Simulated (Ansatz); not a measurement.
**quartet CH4AlO2: levels of theory compared**

We compute a comparison of 6 runs (UHF/6-311+G**, UB3LYP/6-31G*, UBLYP/6-311+G**, UPBE/6-311+G**, USVWN5/6-311+G**, UCCSD(T)/6-311+G**) of quartet CH4AlO2. 

Program for the calculation: Ansatz 0.2.0.

37 further runs of the same task are left out: 37 set aside as unsound or not needed.

## (1) Starting point

CH4AlO2: 8 atoms, total charge 0, spin state quartet. As SMILES of the parent species, `C[O][Al][OH]`. The shape is that of a PBE0-D4/def2-TZVP optimisation. This is one conformer, not always the lowest. That shape belongs to the parent species and isn't relaxed for this state.

Bond lengths: C1–O2 1.394 Å, O2–Al3 1.683 Å, Al3–O4 1.701 Å, C1–H5 1.097 Å, C1–H6 1.095 Å, C1–H7 1.095 Å, O4–H8 0.956 Å. Angles: C1–O2–Al3 139.7°, O2–Al3–O4 116.5°, O2–C1–H5 112.7°, O2–C1–H6 110.1°, O2–C1–H7 110.0°, Al3–O4–H8 121.5°, H5–C1–H6 108.0°, H5–C1–H7 108.0°, H6–C1–H7 107.9°.

## (2) A single-point energy at UHF/6-311+G(d,p) (run 1)

molecule.yaml

```yaml
crystal:
  periodic: [false, false, false]
  atoms:
    - {symbol: C, position_ang: [0.292700, 1.365900, -0.669900]}
    - {symbol: O, position_ang: [-0.035800, 0.282500, 0.144300]}
    - {symbol: Al, position_ang: [-0.062600, -1.399600, 0.093000]}
    - {symbol: O, position_ang: [-0.601900, -2.191900, 1.497900]}
    - {symbol: H, position_ang: [0.661200, 1.058300, -1.655900]}
    - {symbol: H, position_ang: [-0.585400, 2.002400, -0.820800]}
    - {symbol: H, position_ang: [1.070000, 1.971500, -0.192500]}
    - {symbol: H, position_ang: [-0.646300, -3.146000, 1.548200]}
basis:
  gaussian: {orbitals: 6-311+G_st__st_-spherical.json}
magnetization: {spin_polarized: true, initial_magnetization: 3}
hamiltonian: {xc: hf}
accuracy: high
output: {orbitals: {seedname: orbitals}}
```

The basis set 6-311+G** is read from a file made from the Basis Set Exchange's data (not shown).

On the command line:

```bash
$ ansatz run molecule.yaml --threads 1 --pin off --max-ram 3480MiB --events-out events.jsonl --progress --plain --runs-dir runs
```

The program printed:

```text
Warning: RAYON_NUM_THREADS=1 ignored (pool sized by the plan → 1); use --threads N
Functional definition: HF
  name "HF"
  exchange = exact_x
  correlation = 0
2227 factors; integrals over basis functions are off by at most 2.0e-8 eV
mean field evaluation 1: about -11740.5953 eV, gradient 3.3e1 eV
mean field evaluation 2: about -11740.6023 eV, gradient 3.3e1 eV
mean field evaluation 4: about -11746.6834 eV, gradient 4.6e0 eV
mean field evaluation 8: about -11747.4566 eV, gradient 5.3e-1 eV
mean field evaluation 16: about -11747.5803 eV, gradient 2.1e-1 eV
mean field evaluation 32: about -11747.6031 eV, gradient 1.6e-3 eV
mean field evaluation 64: about -11748.8108 eV, gradient 2.1e-1 eV
mean field evaluation 96: about -11747.0554 eV, gradient 2.8e0 eV
mean field evaluation 128: about -11747.8580 eV, gradient 1.7e0 eV
mean field evaluation 160: about -11747.9362 eV, gradient 3.2e-1 eV
mean field evaluation 192: about -11746.8725 eV, gradient 2.4e0 eV
mean field evaluation 224: about -11746.4159 eV, gradient 3.0e0 eV
mean field evaluation 256: about -11747.5914 eV, gradient 2.5e-1 eV
mean field evaluation 288: about -11747.6031 eV, gradient 1.8e-5 eV
mean field evaluation 320: about -11731.6048 eV, gradient 1.6e1 eV
mean field -11749.26552193 eV, -431.7775439929 hartree, gradient 2.0e-8 eV, S^2 3.760787; 5 other end points of the search recorded, 0 dependent functions left out
reference -11749.26552193 eV, -431.7775439929 hartree; 21, 18 occupied and 99, 102 virtual orbitals, 2227 factors
Total energy: -11749.26552193 eV, -431.7775439929 hartree
```

Wall time 26 s (1 thread of Arm Neoverse V2, shared host); peak memory 0.44 GiB.

## (3) The energy at UB3LYP/6-31G(d) (spherical functions) (run 2)

input.yaml

```yaml
crystal:
  periodic: [false, false, false]
  atoms:
    - {symbol: C, position_ang: [0.292700, 1.365900, -0.669900]}
    - {symbol: O, position_ang: [-0.035800, 0.282500, 0.144300]}
    - {symbol: Al, position_ang: [-0.062600, -1.399600, 0.093000]}
    - {symbol: O, position_ang: [-0.601900, -2.191900, 1.497900]}
    - {symbol: H, position_ang: [0.661200, 1.058300, -1.655900]}
    - {symbol: H, position_ang: [-0.585400, 2.002400, -0.820800]}
    - {symbol: H, position_ang: [1.070000, 1.971500, -0.192500]}
    - {symbol: H, position_ang: [-0.646300, -3.146000, 1.548200]}
basis:
  gaussian:
    orbitals: 6-31G_st_-spherical.json
total_charge: 0
magnetization:
  spin_polarized: true
  initial_magnetization: 3
hamiltonian:
  xc: {name: B3LYP}
accuracy: high
output: {orbitals: {seedname: orbitals}}
```

The basis set 6-31G* is read from a file made from the Basis Set Exchange's data (not shown).

On the command line:

```bash
$ ansatz run input.yaml --threads 1 --pin off --max-ram 3480MiB --events-out events.jsonl --progress --plain --runs-dir runs
```

The program printed:

```text
Warning: RAYON_NUM_THREADS=1 ignored (pool sized by the plan → 1); use --threads N
Functional definition: B3LYP
  name "B3LYP"
  parameter a0 = 0.2
  parameter ax = 0.72
  parameter ac = 0.81
  exchange = (1 - a0 - ax)*slater_x + ax*b88_x + a0*exact_x
  correlation = (1 - ac)*vwn_rpa_c + ac*lyp_c
1500 factors; integrals over basis functions are off by at most 5.3e-9 eV
mean field evaluation 1: about -11780.1086 eV, gradient 4.4e1 eV
mean field evaluation 2: about -11702.5316 eV, gradient 1.1e2 eV
mean field evaluation 4: about -11782.6165 eV, gradient 3.4e1 eV
mean field evaluation 8: about -11788.1075 eV, gradient 3.2e-1 eV
mean field evaluation 16: about -11788.2795 eV, gradient 1.2e-3 eV
mean field evaluation 32: about -11788.2795 eV, gradient 1.7e-7 eV
mean field -11788.27951921 eV, -433.2112819480 hartree, gradient 4.9e-8 eV, S^2 3.754643; 4 other end points of the search recorded, 0 dependent functions left out
reference -11788.27955642 eV, -433.2112833154 hartree; 21, 18 occupied and 47, 50 virtual orbitals, 1500 factors
Total energy: -11788.27955642 eV, -433.2112833154 hartree
```

It took 12 s on 1 thread of Arm Neoverse V2, shared host; peak memory 0.29 GiB.

## (4) The energy at UBLYP/6-311+G(d,p) (run 3)

Changes to input.yaml since step 3:

```diff
@@ -12,10 +12,5 @@
 basis:
-  gaussian:
-    orbitals: 6-31G_st_-spherical.json
-total_charge: 0
-magnetization:
-  spin_polarized: true
-  initial_magnetization: 3
-hamiltonian:
-  xc: {name: B3LYP}
+  gaussian: {orbitals: 6-311+G_st__st_-spherical.json}
+magnetization: {spin_polarized: true, initial_magnetization: 3}
+hamiltonian: {xc: {name: BLYP}}
 accuracy: high
```

The basis set 6-311+G** is read from a file made from the Basis Set Exchange's data (not shown).

On the command line:

```bash
$ ansatz run input.yaml --threads 1 --pin off --max-ram 3480MiB --events-out events.jsonl --progress --plain --runs-dir runs
```

The program printed:

```text
Warning: RAYON_NUM_THREADS=1 ignored (pool sized by the plan → 1); use --threads N
Functional definition: BLYP
  name "BLYP"
  parameter beta = 0.0042
  parameter a = 0.04918
  parameter b = 0.132
  parameter c = 0.2533
  parameter d = 0.349
  exchange = b88_x(beta = beta)
  correlation = lyp_c(a = a, b = b, c = c, d = d)
2227 factors; integrals over basis functions are off by at most 2.0e-8 eV
mean field evaluation 1: about -11768.0520 eV, gradient 7.0e1 eV
mean field evaluation 2: about -11636.6854 eV, gradient 1.6e2 eV
mean field evaluation 4: about -11773.8601 eV, gradient 4.6e1 eV
mean field evaluation 8: about -11789.4941 eV, gradient 3.8e0 eV
mean field evaluation 16: about -11789.5927 eV, gradient 2.1e-2 eV
mean field evaluation 32: about -11789.5927 eV, gradient 2.1e-7 eV
mean field evaluation 64: about -11787.7090 eV, gradient 2.3e0 eV
mean field evaluation 96: about -11789.0672 eV, gradient 5.1e-2 eV
mean field -11789.59267350 eV, -433.2595394784 hartree, gradient 2.0e-8 eV, S^2 3.753264; 6 other end points of the search recorded, 0 dependent functions left out
reference -11789.59272706 eV, -433.2595414466 hartree; 21, 18 occupied and 99, 102 virtual orbitals, 2227 factors
Total energy: -11789.59272706 eV, -433.2595414466 hartree
```

Run time: 31 s. Hardware: 1 thread of Arm Neoverse V2, shared host; peak memory 0.42 GiB.

Runs 4 to 5 aren't shown in full; the table further down has their settings and results.

## (5) The energy at UCCSD(T)/6-311+G(d,p) (run 6)

Changes to molecule.yaml since step 2:

```diff
@@ -1 +1,4 @@
+basis:
+  gaussian:
+    orbitals: 6-311+G_st__st_-spherical.json
 crystal:
@@ -11,7 +14,10 @@
     - {symbol: H, position_ang: [-0.646300, -3.146000, 1.548200]}
-basis:
-  gaussian: {orbitals: 6-311+G_st__st_-spherical.json}
-magnetization: {spin_polarized: true, initial_magnetization: 3}
-hamiltonian: {xc: hf}
+magnetization:
+  spin_polarized: true
+  initial_magnetization: 3
+correlation:
+  method: ccsd_t
+  frozen_orbitals: {Al: 5, C: 1, H: 0, O: 1}
 accuracy: high
-output: {orbitals: {seedname: orbitals}}
+scf:
+  omitted_lower_state_checks: [cluster_reference, increment]
```

The basis set 6-311+G** is read from a file made from the Basis Set Exchange's data (not shown).

On the command line:

```bash
$ ansatz run molecule.yaml --threads 1 --pin off --max-ram 3480MiB --events-out events.jsonl --progress --plain --runs-dir runs
```

The program printed:

```text
Warning: RAYON_NUM_THREADS=1 ignored (pool sized by the plan → 1); use --threads N
[... 4 set-up lines as earlier in the session ...]
these checks for a lower state are left out or cut short: cluster_reference, increment
2227 factors; integrals over basis functions are off by at most 2.0e-8 eV
mean field evaluation 1: about -11740.5953 eV, gradient 3.3e1 eV
mean field evaluation 2: about -11740.6023 eV, gradient 3.3e1 eV
mean field evaluation 4: about -11746.6834 eV, gradient 4.6e0 eV
mean field evaluation 8: about -11747.4566 eV, gradient 5.3e-1 eV
mean field evaluation 16: about -11747.5803 eV, gradient 2.1e-1 eV
mean field evaluation 32: about -11747.6031 eV, gradient 1.6e-3 eV
mean field evaluation 64: about -11746.9136 eV, gradient 5.5e0 eV
mean field evaluation 96: about -11744.4016 eV, gradient 3.9e0 eV
mean field evaluation 128: about -11746.6752 eV, gradient 4.6e0 eV
mean field evaluation 160: about -11747.6031 eV, gradient 6.0e-4 eV
mean field -11749.26552193 eV, -431.7775439929 hartree, gradient 2.0e-8 eV, S^2 3.760787; 10 other end points of the search recorded, 0 dependent functions left out
8 core orbitals not correlated: weight in the atoms' cores, before any rotation towards them, 1.000 or more for the frozen orbitals, at most 0.000 for the correlated occupied ones
reference -11749.26552193 eV, -431.7775439929 hartree; 13, 10 occupied and 99, 102 virtual orbitals, 2227 factors
second order -14.93016490 eV of doubles, -0.00000000 eV of singles
cycle   1  -15.35164698 eV  change   -4.2e-1 eV  update   9.9e-2
cycle   2  -15.78007765 eV  change   -4.3e-1 eV  update   3.4e-2
cycle   3  -15.91272836 eV  change   -1.3e-1 eV  update   2.7e-2
cycle   4  -15.92638166 eV  change   -1.4e-2 eV  update   1.4e-2
cycle   5  -15.92379716 eV  change    2.6e-3 eV  update   1.1e-2
cycle   6  -15.93327239 eV  change   -9.5e-3 eV  update   5.5e-3
cycle   7  -15.93531494 eV  change   -2.0e-3 eV  update   4.5e-3
cycle   8  -15.93526798 eV  change    4.7e-5 eV  update   3.3e-3
cycle   9  -15.93690138 eV  change   -1.6e-3 eV  update   2.4e-3
cycle  10  -15.93637704 eV  change    5.2e-4 eV  update   1.1e-3
cycle  11  -15.93670565 eV  change   -3.3e-4 eV  update   5.2e-4
cycle  12  -15.93708589 eV  change   -3.8e-4 eV  update   1.8e-4
cycle  13  -15.93710944 eV  change   -2.4e-5 eV  update   7.7e-5
cycle  14  -15.93718351 eV  change   -7.4e-5 eV  update   4.2e-5
cycle  15  -15.93719351 eV  change   -1.0e-5 eV  update   1.7e-5
cycle  16  -15.93718711 eV  change    6.4e-6 eV  update   9.0e-6
cycle  17  -15.93718444 eV  change    2.7e-6 eV  update   4.9e-6
cycle  18  -15.93718379 eV  change    6.5e-7 eV  update   2.7e-6
cycle  19  -15.93718368 eV  change    1.1e-7 eV  update   1.9e-6
cycle  20  -15.93718399 eV  change   -3.1e-7 eV  update   1.5e-6
cycle  21  -15.93718430 eV  change   -3.1e-7 eV  update   1.3e-6
cycle  22  -15.93718409 eV  change    2.1e-7 eV  update   1.2e-6
cycle  23  -15.93718403 eV  change    5.6e-8 eV  update   1.1e-6
cycle  24  -15.93718401 eV  change    2.7e-8 eV  update   1.0e-6
cycle  25  -15.93718399 eV  change    2.1e-8 eV  update   9.6e-7
cycle  26  -15.93718418 eV  change   -2.0e-7 eV  update   9.0e-7
cycle  27  -15.93718409 eV  change    9.4e-8 eV  update   4.6e-7
cycle  28  -15.93718404 eV  change    5.2e-8 eV  update   2.6e-7
cycle  29  -15.93718407 eV  change   -2.9e-8 eV  update   1.5e-7
cycle  30  -15.93718403 eV  change    3.9e-8 eV  update   8.2e-8
cycle  31  -15.93718400 eV  change    2.8e-8 eV  update   5.4e-8
cycle  32  -15.93718398 eV  change    2.1e-8 eV  update   2.4e-8
cycle  33  -15.93718396 eV  change    2.1e-8 eV  update   1.2e-8
cycle  34  -15.93718395 eV  change    7.1e-9 eV  update   6.4e-9
cycle  35  -15.93718395 eV  change   6.7e-10 eV  update   3.3e-9
cycle  36  -15.93718395 eV  change   2.8e-10 eV  update   1.8e-9
perturbative correction -0.47430324 eV, -0.0174303224 hartree
Total energy: -11765.67700912 eV, -432.3806550228 hartree
Checks for a lower state left out: cluster_reference, increment
```

Run time: 3.8 min. Hardware: 1 thread of Arm Neoverse V2, shared host; peak memory 2.5 GiB.

## (6) The series

```csv
run,level,frozen core orbitals,energy (Eh),HOMO energy (eV),⟨S²⟩,wall time
1,UHF/6-311+G**,–,-431.777544,-4.68,3.761,26 s
2,UB3LYP/6-31G* (spherical functions),–,-433.211283,-2.04,3.755,12 s
3,UBLYP/6-311+G**,–,-433.259541,-1.66,3.753,31 s
4,UPBE/6-311+G**,–,-432.948603,-1.89,3.753,30 s
5,USVWN5/6-311+G**,–,-430.796981,-1.87,3.752,16 s
6,UCCSD(T)/6-311+G**,8,-432.380655,–,3.761,3.8 min
```

## (7) What came out

```
                                          quantity          value
                               run 6: total energy  -432.38066 Eh
run 6: correlation energy (8 core orbitals frozen)     -603.1 mEh
                             run 6: (T) correction     -17.43 mEh
          run 6: ⟨S²⟩ of the reference determinant          3.761
                              run 6: T1 diagnostic          0.026
```

**Reading.** Totals of different functionals can't be ranked against each other. All runs together took 5.7 min, the longest 3.8 min.
